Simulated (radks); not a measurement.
# Pm⁺ in [Xe] 4f5 6s1: an all-electron calculation

An exercise on one series of results from a longer session: the logs are not shown, and one member is left open.

Method: scalar-relativistic Kohn-Sham, LDA (Slater exchange, Perdew-Zunger correlation), spin-unpolarised, spherical densities, finite nucleus. Code: radks (a radial shooting solver on a logarithmic mesh, Libxc functionals) version 1.

**What is computed**

```
element            : promethium (Z = 61)
charge             : +1
electrons          : 60
configuration      : [Xe] 4f5 6s1
nuclear rms radius : 4.962 fm
```

The outer shells:

Pm⁺
```
[Xe] core
4f [↑ ][↑ ][↑ ][↑ ][↑ ][  ][  ]
6s [↑ ]
```

The first run:

Settings of this run:

```text
Z 61
configuration [Xe] 4f5 6s1 5d0 6p0
relativity scalar-relativistic
functional lda,pz
spin unpolarised
nucleus finite rms 4.962 fm
c 137.035999084
```

Steps of the session up to this table: Self-consistent calculation.

One of the session's tables, all rows but one given; the rest of the session is left out.

It belongs to the step «Radial structure». Radial moments (bohr):

| level | <r> | outermost maximum (interpolated) | 90 % within | nodes |
| --- | --- | --- | --- | --- |
| 1s | 0.02320 | 0.0148 | 0.0419 | 0 |
| 2s | 0.09903 | 0.0839 | 0.153 | 1 |
| 2p | 0.08713 | 0.0676 | 0.142 | 0 |
| 3s | 0.2609 | 0.239 | 0.383 | 2 |
| 3p | 0.2590 | 0.234 | 0.388 | 1 |
| 3d | 0.2363 | 0.192 | 0.369 | 0 |
| 4s | 0.5932 | 0.552 | 0.853 | 3 |
| 4p | 0.6282 | 0.576 | 0.914 | 2 |
| 4d | 0.6887 | 0.602 | 1.04 | 1 |
| 5s | 1.439 | 1.29 | 2.08 | 4 |
| 5p | 1.690 | 1.46 | 2.48 | 3 |
| 6s | 3.912 | 3.45 | 5.66 | 5 |
| 4f | 1.051 | 0.636 | 1.86 | 0 |
| 5d | 2.842 | 2.15 | 4.49 | 2 |
| 6p | ? | ? | ? | ? |

Estimate the missing values for 6p.

**Answer.** <r>: 4.940; outermost maximum (interpolated): 4.38; 90 % within: 7.15; nodes: 4. In the column «<r>» it is the highest.

Limits of these values: Spin polarisation and multiplet splitting are left out.
